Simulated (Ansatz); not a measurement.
# CH₄Ge + CH₄: a complex and its separated parts, part 2 of 2

Ansatz 0.2.0, Gaussian basis.

**13. CAM-B3LYP-D4/def2-TZVPP**

The inputs:

parta/in.yaml

```yaml
crystal:
  periodic: [false, false, false]
  atoms:
    - {symbol: Ge, position_ang: [-0.690866, -1.206123, -0.809574]}
    - {symbol: C, position_ang: [-1.758895, -1.765910, 0.483868]}
    - {symbol: H, position_ang: [-1.114397, -0.151045, -1.827521]}
    - {symbol: H, position_ang: [0.725211, -1.742623, -0.998117]}
    - {symbol: H, position_ang: [-1.439389, -2.516930, 1.194538]}
    - {symbol: H, position_ang: [-2.759402, -1.370172, 0.600344]}
basis:
  gaussian: {orbitals: def2-TZVPP}
hamiltonian: {xc: {name: CAM-B3LYP}, dispersion: d4}
```

partb/in.yaml

```yaml
crystal:
  periodic: [false, false, false]
  atoms:
    - {symbol: C, position_ang: [1.407541, 1.750571, 0.271312]}
    - {symbol: H, position_ang: [0.696690, 1.351694, 0.994445]}
    - {symbol: H, position_ang: [1.929222, 2.602413, 0.706712]}
    - {symbol: H, position_ang: [2.129743, 0.978308, 0.007919]}
    - {symbol: H, position_ang: [0.874543, 2.069913, -0.623828]}
basis:
  gaussian: {orbitals: def2-TZVPP}
hamiltonian: {xc: {name: CAM-B3LYP}, dispersion: d4}
```

One command serves all of them, each in its own folder.

Started as:

```sh
> ansatz run in.yaml --threads 4 --pin off --events-out ev --progress --plain --max-ram 9574MiB
```

Log of parta, shortened:

```text
Functional definition: CAM-B3LYP
  name "CAM-B3LYP"
  cite "Yanai, Tew & Handy, Chem. Phys. Lett. 393, 51 (2004) doi:10.1016/j.cplett.2004.06.011"
  cite "Iikura, Tsuneda, Yanai & Hirao, J. Chem. Phys. 115, 3540 (2001) doi:10.1063/1.1383587"
  cite "Becke, Phys. Rev. A 38, 3098 (1988) doi:10.1103/PhysRevA.38.3098"
  cite "Lee, Yang & Parr, Phys. Rev. B 37, 785 (1988) doi:10.1103/PhysRevB.37.785"
[...]
805 factors; their error is unknown
204 factors; integrals over basis functions are off by at most 1.2e-5 eV
[...]
mean field -57621.62372766 eV, -2117.5556146521 hartree, gradient 6.6e-5 eV, S^2 0.000000; 0 other end points of the search recorded, 0 dependent functions left out
reference -57621.62383259 eV, -2117.5556185081 hartree; 21, 21 occupied and 114, 114 virtual orbitals, 805 factors
Total energy: -57621.69030893 eV, -2117.5580614687 hartree
```

Log of partb, shortened:

```text
[... 6 set-up lines as earlier in the session ...]
[...]
  # Exact exchange under (alpha + beta erf(omega r))/r, Becke's under what is left of 1/r.
[...]
416 factors; their error is unknown
123 factors; integrals over basis functions are off by at most 3.8e-6 eV
[...]
mean field -1102.19258530 eV, -40.5048304167 hartree, gradient 1.0e-5 eV, S^2 0.000000; 0 other end points of the search recorded, 0 dependent functions left out
reference -1102.19267655 eV, -40.5048337701 hartree; 5, 5 occupied and 82, 82 virtual orbitals, 416 factors
Total energy: -1102.21100893 eV, -40.5055074729 hartree
```

Wall times: 0.85 s (parta), 0.25 s (partb) on 4 threads of Arm Neoverse V2, shared host.

**14. wB97X-V/def2-TZVPP**

The same edit goes into each in.yaml of step 13 (parta, partb):

```diff
-hamiltonian: {xc: {name: CAM-B3LYP}, dispersion: d4}
+hamiltonian: {xc: {name: wB97X-V}}
```

One command serves all of them, each in its own folder.

Started as:

```sh
> ansatz run in.yaml --threads 4 --pin off --events-out ev --progress --plain --max-ram 9574MiB
```

Log of parta, shortened:

```text
Functional definition: wB97X-V
  name "wB97X-V"
  cite "Mardirossian & Head-Gordon, Phys. Chem. Chem. Phys. 16, 9904 (2014) doi:10.1039/C3CP54374A"
[... 2 set-up lines as earlier in the session ...]
[...]
      + integral(e_c_pw_opposite_spin*poly(b97_u_opposite, cos0, cos1)) + vv10(b, c)
805 factors; their error is unknown
187 factors; integrals over basis functions are off by at most 1.3e-5 eV
[...]
mean field -57613.44502088 eV, -2117.2550527217 hartree, gradient 3.3e-5 eV, S^2 0.000000; 0 other end points of the search recorded, 0 dependent functions left out
reference -57613.44501928 eV, -2117.2550526629 hartree; 21, 21 occupied and 114, 114 virtual orbitals, 805 factors
Total energy: -57613.44501928 eV, -2117.2550526629 hartree
```

Output in partb, shortened:

```text
[... 5 set-up lines as earlier in the session ...]
[...]
      + integral(e_c_pw_opposite_spin*poly(b97_u_opposite, cos0, cos1)) + vv10(b, c)
416 factors; their error is unknown
123 factors; integrals over basis functions are off by at most 1.3e-5 eV
[...]
mean field -1102.50992438 eV, -40.5164924128 hartree, gradient 2.5e-5 eV, S^2 0.000000; 0 other end points of the search recorded, 0 dependent functions left out
reference -1102.50992303 eV, -40.5164923633 hartree; 5, 5 occupied and 82, 82 virtual orbitals, 416 factors
Total energy: -1102.50992303 eV, -40.5164923633 hartree
```

They took 2.1 s (parta), 0.7 s (partb) on 4 threads of Arm Neoverse V2, shared host.

**15. wB97M-V/def2-TZVPP**

The same edit goes into each in.yaml of step 14 (parta, partb):

```diff
-hamiltonian: {xc: {name: wB97X-V}}
+hamiltonian: {xc: {name: wB97M-V}}
```

One command serves all of them, each in its own folder.

Started as:

```sh
> ansatz run in.yaml --threads 4 --pin off --events-out ev --progress --plain --max-ram 9574MiB
```

Log of parta, shortened:

```text
Functional definition: wB97M-V
  name "wB97M-V"
  cite "Mardirossian & Head-Gordon, J. Chem. Phys. 144, 214110 (2016) doi:10.1063/1.4952647"
[... 2 set-up lines as earlier in the session ...]
  # Of w^i u^j: cxij and so on, Table III.
[...]
  gx(w, u) = 1 - cx + cx01*u + cx10*w
[...]
      + integral(e_c_pw_mod_opposite_spin*gos(b97_w_opposite, b97_u_opposite)) + vv10(b, c)
802 factors; their error is unknown
187 factors; integrals over basis functions are off by at most 1.3e-5 eV
[...]
mean field -57615.00566124 eV, -2117.3124051971 hartree, gradient 2.7e-5 eV, S^2 0.000000; 0 other end points of the search recorded, 0 dependent functions left out
reference -57615.00569988 eV, -2117.3124066170 hartree; 21, 21 occupied and 114, 114 virtual orbitals, 802 factors
Total energy: -57615.00569988 eV, -2117.3124066170 hartree
```

partb printed, shortened:

```text
[... 5 set-up lines as earlier in the session ...]
  # Of w^i u^j: cxij and so on, Table III.
[...]
  gx(w, u) = 1 - cx + cx01*u + cx10*w
[...]
      + integral(e_c_pw_mod_opposite_spin*gos(b97_w_opposite, b97_u_opposite)) + vv10(b, c)
416 factors; their error is unknown
123 factors; integrals over basis functions are off by at most 1.3e-5 eV
[...]
mean field -1101.86517684 eV, -40.4927983780 hartree, gradient 1.9e-5 eV, S^2 0.000000; 0 other end points of the search recorded, 0 dependent functions left out
reference -1101.86520939 eV, -40.4927995740 hartree; 5, 5 occupied and 82, 82 virtual orbitals, 416 factors
Total energy: -1101.86520939 eV, -40.4927995740 hartree
```

Wall times: 2.5 s (parta), 0.7 s (partb) on 4 threads of Arm Neoverse V2, shared host.

**16. B2PLYP/def2-TZVPP**

Each input of step 15 (parta, partb) changes in the same lines:

```diff
-hamiltonian: {xc: {name: wB97M-V}}
+hamiltonian: {xc: {name: B2PLYP}}
```

Each run has its own folder and the same command.

Started as:

```sh
> ansatz run in.yaml --threads 4 --pin off --events-out ev --progress --plain --max-ram 9574MiB
```

Output in parta, shortened:

```text
Functional definition: B2PLYP
  name "B2PLYP"
  cite "Grimme, J. Chem. Phys. 124, 034108 (2006) doi:10.1063/1.2148954"
[... 2 set-up lines as earlier in the session ...]
[...]
810 factors; integrals over basis functions are off by at most 7.8e-4 eV
[...]
mean field -57604.04505261 eV, -2116.9096102592 hartree, gradient 3.3e-6 eV, S^2 0.000000; 0 other end points of the search recorded, 0 dependent functions left out
10 core orbitals not correlated: weight in the atoms' cores, before any rotation towards them, 1.000 or more for the frozen orbitals, at most 0.000 for the correlated occupied ones
reference -57604.04518885 eV, -2116.9096152659 hartree; 11, 11 occupied and 114, 114 virtual orbitals, 810 factors
second order -14.56312613 eV of doubles, -0.00000000 eV of singles
Total energy: -57607.97723290 eV, -2117.0541152197 hartree
```

Log of partb, shortened:

```text
[... 5 set-up lines as earlier in the session ...]
[...]
482 factors; integrals over basis functions are off by at most 1.1e-3 eV
[...]
mean field -1099.97185089 eV, -40.4232199327 hartree, gradient 4.3e-6 eV, S^2 0.000000; 0 other end points of the search recorded, 0 dependent functions left out
1 core orbitals not correlated: weight in the atoms' cores, before any rotation towards them, 1.000 or more for the frozen orbitals, at most 0.000 for the correlated occupied ones
reference -1099.97196803 eV, -40.4232242374 hartree; 4, 4 occupied and 82, 82 virtual orbitals, 482 factors
second order -6.44340021 eV of doubles, -0.00000000 eV of singles
Total energy: -1101.71168609 eV, -40.4871576968 hartree
```

Wall times: 1.2 s (parta), 0.35 s (partb) on 4 threads of Arm Neoverse V2, shared host.

**17. PBE-QIDH/def2-TZVPP**

Each input of step 16 (parta, partb) changes in the same lines:

```diff
-hamiltonian: {xc: {name: B2PLYP}}
+hamiltonian: {xc: {name: PBE-QIDH}}
```

One command serves all of them, each in its own folder.

Started as:

```sh
> ansatz run in.yaml --threads 4 --pin off --events-out ev --progress --plain --max-ram 9574MiB
```

parta printed, shortened:

```text
Functional definition: PBE-QIDH
  name "PBE-QIDH"
  cite "Brémond, Sancho-García, Pérez-Jiménez & Adamo, J. Chem. Phys. 141, 031101 (2014) doi:10.1063/1.4890314"
[... 1 set-up line as earlier in the session ...]
[...]
810 factors; integrals over basis functions are off by at most 7.8e-4 eV
[...]
mean field -57596.89626548 eV, -2116.6468971781 hartree, gradient 2.5e-6 eV, S^2 0.000000; 0 other end points of the search recorded, 0 dependent functions left out; unrestricted orbitals would lower it
10 core orbitals not correlated: weight in the atoms' cores, before any rotation towards them, 1.000 or more for the frozen orbitals, at most 0.000 for the correlated occupied ones
reference -57596.89627504 eV, -2116.6468975294 hartree; 11, 11 occupied and 114, 114 virtual orbitals, 810 factors
second order -13.42153771 eV of doubles, -0.00000000 eV of singles
Total energy: -57601.37012095 eV, -2116.8113083338 hartree
```

Output in partb, shortened:

```text
[... 4 set-up lines as earlier in the session ...]
[...]
482 factors; integrals over basis functions are off by at most 1.1e-3 eV
[...]
mean field -1099.27817030 eV, -40.3977276410 hartree, gradient 5.1e-6 eV, S^2 0.000000; 0 other end points of the search recorded, 0 dependent functions left out
1 core orbitals not correlated: weight in the atoms' cores, before any rotation towards them, 1.000 or more for the frozen orbitals, at most 0.000 for the correlated occupied ones
reference -1099.27817863 eV, -40.3977279472 hartree; 4, 4 occupied and 82, 82 virtual orbitals, 482 factors
second order -6.01424853 eV of doubles, -0.00000000 eV of singles
Total energy: -1101.28292814 eV, -40.4714011327 hartree
```

They took 1.4 s (parta), 0.35 s (partb) on 4 threads of Arm Neoverse V2, shared host.

**18. RPA on PBE/def2-TZVPP**

Each input of step 17 (parta, partb) changes in the same lines:

```diff
-hamiltonian: {xc: {name: PBE-QIDH}}
+hamiltonian: {xc: pbe}
+correlation: {method: rpa}
```

The same command starts each run, in its folder.

Started as:

```sh
> ansatz run in.yaml --threads 4 --pin off --events-out ev --progress --plain --max-ram 9574MiB
```

parta printed, shortened:

```text
[... 4 set-up lines as earlier in the session ...]
[...]
810 factors; integrals over basis functions are off by at most 7.8e-4 eV
[...]
mean field -57608.88183347 eV, -2117.0873586774 hartree, gradient 7.3e-6 eV, S^2 0.000000; 1 other end points of the search recorded, 0 dependent functions left out
10 core orbitals not correlated: weight in the atoms' cores, before any rotation towards them, 1.000 or more for the frozen orbitals, at most 0.000 for the correlated occupied ones
reference -57564.79511061 eV, -2115.4672014954 hartree; 11, 11 occupied and 114, 114 virtual orbitals, 810 factors
Total energy: -57584.19836316 eV, -2116.1802578744 hartree
```

partb printed, shortened:

```text
[... 4 set-up lines as earlier in the session ...]
[...]
482 factors; integrals over basis functions are off by at most 1.1e-3 eV
[...]
mean field -1101.08955264 eV, -40.4642947142 hartree, gradient 3.8e-6 eV, S^2 0.000000; 0 other end points of the search recorded, 0 dependent functions left out
1 core orbitals not correlated: weight in the atoms' cores, before any rotation towards them, 1.000 or more for the frozen orbitals, at most 0.000 for the correlated occupied ones
reference -1094.05485572 eV, -40.2057743707 hartree; 4, 4 occupied and 82, 82 virtual orbitals, 482 factors
Total energy: -1103.78824009 eV, -40.5634696489 hartree
```

Times: 1.4 s (parta), 0.35 s (partb) on 4 threads of Arm Neoverse V2, shared host.

**19. CCSD(T)/def2-TZVPP**

The same edit goes into each in.yaml of step 18 (parta, partb):

```diff
-hamiltonian: {xc: pbe}
-correlation: {method: rpa}
+correlation: {method: ccsd_t}
```

The same command starts each run, in its folder.

Started as:

```sh
> ansatz run in.yaml --threads 4 --pin off --events-out ev --progress --plain --max-ram 9574MiB
```

Log of parta, shortened:

```text
Functional definition: HF
  name "HF"
  cite "Fock, Z. Phys. 61, 126 (1930) doi:10.1007/BF01340294"
[... 1 set-up line as earlier in the session ...]
[...]
810 factors; integrals over basis functions are off by at most 7.8e-4 eV
[...]
mean field -57565.80371300 eV, -2115.5042669497 hartree, gradient 2.1e-6 eV, S^2 0.000000; 0 other end points of the search recorded, 0 dependent functions left out; unrestricted orbitals would lower it
[...]
reference -57565.80371300 eV, -2115.5042669497 hartree; 11, 11 occupied and 114, 114 virtual orbitals, 810 factors
second order -11.80839924 eV of doubles, -0.00000000 eV of singles
cycle   1  -11.82367459 eV  change   -1.5e-2 eV  update   9.1e-2
[...]
cycle   9  -12.32159784 eV  change    6.7e-6 eV  update   2.3e-5
perturbative correction -0.53167506 eV, -0.0195386983 hartree
Total energy: -57578.65698590 eV, -2115.9766160165 hartree
```

Log of partb, shortened:

```text
[... 4 set-up lines as earlier in the session ...]
[...]
482 factors; integrals over basis functions are off by at most 1.1e-3 eV
[...]
mean field -1094.28757032 eV, -40.2143264744 hartree, gradient 9.6e-7 eV, S^2 0.000000; 0 other end points of the search recorded, 0 dependent functions left out
1 core orbitals not correlated: weight in the atoms' cores, before any rotation towards them, 1.000 or more for the frozen orbitals, at most 0.000 for the correlated occupied ones
reference -1094.28757032 eV, -40.2143264744 hartree; 4, 4 occupied and 82, 82 virtual orbitals, 482 factors
second order -5.38052886 eV of doubles, -0.00000000 eV of singles
cycle   1  -5.77368281 eV  change   -3.9e-1 eV  update   4.2e-2
[...]
cycle   8  -5.93357807 eV  change   -2.6e-7 eV  update   1.3e-6
perturbative correction -0.16938405 eV, -0.0062247489 hartree
Total energy: -1100.39053244 eV, -40.4386061955 hartree
```

They took 6 s (parta), 0.35 s (partb) on 4 threads of Arm Neoverse V2, shared host; peak memory 0.71 GiB.

**20. Vibrations of CH₄Ge**

The input, vib-parta/in.yaml:

```yaml
crystal:
  periodic: [false, false, false]
  atoms:
    - {symbol: Ge, position_ang: [-0.690866, -1.206123, -0.809574]}
    - {symbol: C, position_ang: [-1.758895, -1.765910, 0.483868]}
    - {symbol: H, position_ang: [-1.114397, -0.151045, -1.827521]}
    - {symbol: H, position_ang: [0.725211, -1.742623, -0.998117]}
    - {symbol: H, position_ang: [-1.439389, -2.516930, 1.194538]}
    - {symbol: H, position_ang: [-2.759402, -1.370172, 0.600344]}
basis:
  gaussian: {orbitals: def2-TZVP}
hamiltonian: {xc: pbe0, dispersion: d4}
phonons: {temperatures: {t_min: 298.15, t_max: 900, t_step: 200}}
```

Started as:

```sh
> ansatz run in.yaml --threads 4 --pin off --events-out ev --progress --plain --max-ram 9574MiB
```

Standard output, shortened:

```text
[... 5 set-up lines as earlier in the session ...]
[...]
757 factors; their error is unknown
[...]
mean field -57610.44433435 eV, -2117.1447795258 hartree, gradient 1.7e-5 eV, S^2 0.000000; 0 other end points of the search recorded, 0 dependent functions left out
[...]
Atom 3 at     0.725211    -1.742623    -0.998117 Å, force     0.000746    -0.002502     0.000742 eV/Å
Atom 4 at    -1.439389    -2.516930     1.194538 Å, force    -0.000319     0.001033     0.001622 eV/Å
Atom 5 at    -2.759402    -1.370172     0.600344 Å, force    -0.001571    -0.003383    -0.000894 eV/Å
Dipole moment:     0.097469     0.051275    -0.117476 e Å
Vibrations: 393.70 458.06 727.35 748.57 812.39 845.50 880.26 1384.47 2197.98 2210.45 3176.38 3282.40 cm⁻¹, zero-point energy 1.061150 eV
```

It took 17 s on 4 threads of Arm Neoverse V2, shared host.

Wavenumbers and character of the modes:

```csv
mode,wavenumber (cm⁻¹),character
1,394,torsion with out-of-plane bend
2,458,bend
3,727,wag or twist
4,749,wag or twist with out-of-plane bend
5,812,bend
6,846,bend with Ge–C stretch
7,880,Ge–C stretch with bend
8,1384,bend
9,2198,Ge–H stretch
10,2210,Ge–H stretch
11,3176,C–H stretch
12,3282,C–H stretch
```

Vibrational sums (real modes only):

```csv
T (K),entropy (J/mol/K),heat capacity (J/mol/K)
298,11.8,26.0
498,30.2,45.6
698,47.7,57.9
898,63.4,66.9
```

**21. Vibrations of CH₄**

The input, vib-partb/in.yaml:

```yaml
crystal:
  periodic: [false, false, false]
  atoms:
    - {symbol: C, position_ang: [1.407541, 1.750571, 0.271312]}
    - {symbol: H, position_ang: [0.696690, 1.351694, 0.994445]}
    - {symbol: H, position_ang: [1.929222, 2.602413, 0.706712]}
    - {symbol: H, position_ang: [2.129743, 0.978308, 0.007919]}
    - {symbol: H, position_ang: [0.874543, 2.069913, -0.623828]}
basis:
  gaussian: {orbitals: def2-TZVP}
hamiltonian: {xc: pbe0, dispersion: d4}
phonons: {temperatures: {t_min: 298.15, t_max: 900, t_step: 200}}
```

Started as:

```sh
> ansatz run in.yaml --threads 4 --pin off --events-out ev --progress --plain --max-ram 9574MiB
```

Standard output, shortened:

```text
[... 5 set-up lines as earlier in the session ...]
[...]
356 factors; their error is unknown
[...]
mean field -1101.35639252 eV, -40.4741008990 hartree, gradient 1.3e-5 eV, S^2 0.000000; 0 other end points of the search recorded, 0 dependent functions left out
[...]
Atom 2 at     1.929222     2.602413     0.706712 Å, force    -0.000034    -0.000066    -0.000045 eV/Å
Atom 3 at     2.129743     0.978308     0.007919 Å, force     0.000047    -0.000161     0.000014 eV/Å
Atom 4 at     0.874543     2.069913    -0.623828 Å, force    -0.000146     0.000007    -0.000083 eV/Å
Dipole moment:     0.000001     0.000001    -0.000000 e Å
Vibrations: 1326.38 1326.42 1326.42 1551.05 1551.06 3046.95 3167.79 3167.84 3167.86 cm⁻¹, zero-point energy 1.217014 eV
```

Run time: 2.1 s. Hardware: 4 threads of Arm Neoverse V2, shared host.

Wavenumbers and character of the modes:

```csv
mode,wavenumber (cm⁻¹),character
1,1326,bend
2,1326,bend
3,1326,bend
4,1551,bend
5,1551,bend
6,3047,C–H stretch
7,3168,C–H stretch
8,3168,C–H stretch
9,3168,C–H stretch
```

Vibrational sums (real modes only):

```csv
T (K),entropy (J/mol/K),heat capacity (J/mol/K)
298,0.4,2.2
498,3.7,12.5
698,9.8,23.6
898,16.9,33.1
```

**22. Complex less separated parts**

The complex's own energies come from single points at the same levels.

Rows are in def2-TZVPP; times add the 3 runs of a level on a shared host, so small differences are noise.

Differences are taken before rounding.

```csv
method,rung,complex less parts (kcal/mol),from CCSD(T) (kcal/mol),time
SPW92,LDA,-1.57,-0.75,1.6 s
PBE-D4,GGA,-1.22,-0.40,2.4 s
BLYP-D4,GGA,-0.87,-0.04,2.4 s
r2SCAN-D4,meta-GGA,-0.85,-0.03,5 s
B97M-V,meta-GGA,-0.89,-0.07,11 s
PBE0-D4,hybrid,-1.11,-0.29,3.3 s
B3LYP-D4,hybrid,-0.95,-0.12,2.9 s
r2SCAN0-D4,hybrid,-0.90,-0.08,5.1 s
BHLYP-D4,hybrid,-1.00,-0.18,2.8 s
CAM-B3LYP-D4,range-separated hybrid,-0.91,-0.09,3.2 s
wB97X-V,range-separated hybrid,-0.95,-0.13,8.4 s
wB97M-V,range-separated hybrid,-0.93,-0.11,9.7 s
B2PLYP,double hybrid,-0.08,+0.74,6.2 s
PBE-QIDH,double hybrid,-0.54,+0.29,5.7 s
RPA on PBE,RPA,-0.64,+0.18,6.7 s
Hartree-Fock,wavefunction,0.60,+1.42,
MP2,wavefunction,-0.92,-0.10,
CCSD,wavefunction,-0.63,+0.19,
CCSD(T),wavefunction,-0.82,0,95 s
```

Among the levels timed on like hardware and quicker than the yardstick, those that no quicker one beats, quickest first: SPW92 (1.6 s, -0.75 kcal/mol); BLYP-D4 (2.4 s, -0.04 kcal/mol); r2SCAN-D4 (5 s, -0.03 kcal/mol).

For cost: r2SCAN-D4 gets within 0.03 kcal/mol in 5 s, where CCSD(T) took 95 s; the quickest level in the cost chart, SPW92, takes 1.6 s and misses by 0.75 kcal/mol.

The complex's zero-point energy, from a separate PBE0-D4 run, is 2.299 eV.

**23. Summary of results**

The summary covers parts 1 to 2.

| quantity | value |
| --- | --- |
| complex less parts, CCSD(T)/def2-TZVPP | -0.82 kcal/mol |
| with zero-point energy | -0.35 kcal/mol |
| largest T1 diagnostic | 0.014 |

What this shows: At CCSD(T) the complex lies 0.82 kcal/mol below its parts. Among the functionals r2SCAN-D4 lands nearest to CCSD(T) (-0.03 kcal/mol) and SPW92 farthest (-0.75 kcal/mol). Mean unsigned error by rung: LDA 0.75, GGA 0.22, meta-GGA 0.05, hybrid 0.17, range-separated hybrid 0.11, double hybrid 0.51 kcal/mol. The double hybrids carry no dispersion term here, unlike the levels marked D4 or V. PBE-D4 gives a relative energy 0.40 kcal/mol too low, an error of 49 % of the reference. No counterpoise was applied, and triple zeta lacks some correlation, so the CCSD(T) reference has a basis error of its own, and close matches with it are partly luck. The restricted Hartree–Fock reference is unstable towards an unrestricted one at one or more of these structures.
